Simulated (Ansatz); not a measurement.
**B₂H₂F₂: one species, many methods**

Aim: compute B₂H₂F₂ with functionals from several rungs and with coupled cluster. The yardstick is the atomisation energy at the CCSD(T) limit.

Program: Ansatz 0.2.0, Gaussian basis. Level of theory: functionals in def2-TZVPP, the program's frozen cores in correlated methods. These are calculated values, not measurements.

Plan: LDA (SPW92), PBE-D4, revPBE-D4, BLYP-D4, r2SCAN-D4, B97M-V, PBE0-D4, B3LYP-D4, r2SCANh-D4, r2SCAN0-D4, HSE06-D4, BHLYP-D4, CAM-B3LYP-D4, LC-ωPBE, ωB97X-V, ωB97M-V, B2PLYP, PBE-QIDH; CCSD(T)/def2-SVP; CCSD(T)/def2-TZVPP; MP2/def2-QZVPP; extrapolation to the limit; RPA on PBE.

### 1 The relaxed structure

The geometry comes from an earlier relaxation with PBE0-D4 in a triple-zeta def2 set; it is a stationary point.

SMILES `FBBF`, 6 atoms, charge 0, spin multiplicity 1.

Atoms are counted from 1 here; the program's logs count them from 0.

Bond lengths: F1–B2 1.326 Å, B2–B3 1.713 Å, B2–H5 1.205 Å, B3–F4 1.326 Å, B3–H6 1.205 Å. Angles: F1–B2–B3 120.4°, F1–B2–H5 115.8°, B3–B2–H5 123.7°, B2–B3–F4 120.4°, B2–B3–H6 123.7°, F4–B3–H6 115.8°.

### 2 LDA

This LDA is Slater exchange with PW92 correlation.

in.yaml reads:

```yaml
crystal:
  periodic: [false, false, false]
  atoms:
    - {symbol: F, position_ang: [-0.955023, 0.783346, -1.439964]}
    - {symbol: B, position_ang: [-0.181318, 0.745228, -0.364026]}
    - {symbol: B, position_ang: [0.185410, -0.748878, 0.388530]}
    - {symbol: F, position_ang: [1.301657, -1.397157, 0.086142]}
    - {symbol: H, position_ang: [0.196236, 1.812925, 0.048714]}
    - {symbol: H, position_ang: [-0.504962, -1.259363, 1.234504]}
basis:
  gaussian: {orbitals: def2-TZVPP}
hamiltonian: {xc: lda}
output: {orbitals: {seedname: orbitals}}
```

The run is started by

```console
$ ansatz run in.yaml --threads 2 --pin off --events-out ev --progress --plain --max-ram 4352MiB
```

After this run come: PBE-D4 (GGA); revPBE-D4 (GGA); BLYP-D4 (GGA); r2SCAN-D4 (meta-GGA); B97M-V (meta-GGA); PBE0-D4 (hybrid); B3LYP-D4 (hybrid); r2SCANh-D4 (hybrid); r2SCAN0-D4 (hybrid); HSE06-D4 (hybrid); BHLYP-D4 (hybrid); CAM-B3LYP-D4 (range-separated); LC-ωPBE (range-separated); ωB97X-V (range-separated); ωB97M-V (range-separated); B2PLYP (double hybrid); PBE-QIDH (double hybrid); CCSD(T) in def2-SVP; CCSD(T) in def2-TZVPP; MP2 in def2-QZVPP; RPA on PBE orbitals.

**Question.** What will the summary of the whole plan be? Wanted: atomisation energy, CCSD(T)/CBS; farthest beyond LDA; mean size of error, GGA; mean size of error, meta-GGA; mean size of error, hybrid; mean size of error, range-separated; mean size of error, double hybrid; gap, smallest and largest; T1 diagnostic.

**Answer**, as computed:

```
                               quantity                                      value
        atomisation energy, CCSD(T)/CBS                              2356.6 kJ/mol
 functionals within 11.8 kJ/mol (0.5 %)                revPBE-D4, B2PLYP, PBE-QIDH
                    farthest beyond LDA                      PBE-D4 (+69.9 kJ/mol)
                mean size of error, GGA                                33.1 kJ/mol
           mean size of error, meta-GGA                                29.4 kJ/mol
             mean size of error, hybrid                                22.5 kJ/mol
    mean size of error, range-separated                                29.6 kJ/mol
      mean size of error, double hybrid                                 7.6 kJ/mol
              gap, smallest and largest  3.88 eV (LDA (SPW92)), 11.79 eV (LC-ωPBE)
                          T1 diagnostic                                     0.0144
triples share of the correlation energy                                      2.9 %
```

**Reading.** LDA overbinds by 357.8 kJ/mol (15 %). PBE-D4 is off by +69.9 kJ/mol. Double hybrids carry the basis error of their MP2 part in triple zeta, and no dispersion term here, so their miss is partly the set-up's. Taken by rung, double hybrid functionals do best (7.6 kJ/mol on average) and GGA ones worst beyond LDA (33.1 kJ/mol). Misses under about 11.8 kJ/mol are within the doubt on the reference itself, which lacks core-valence correlation, relativity and higher excitations. Hartree-Fock recovers 79 % of the binding; the rest is correlation. CCSD(T) in def2-SVP is off by -82.5 kJ/mol, which most functionals beat. Orbital gaps span 3.9 to 11.8 eV; exact exchange widens them.
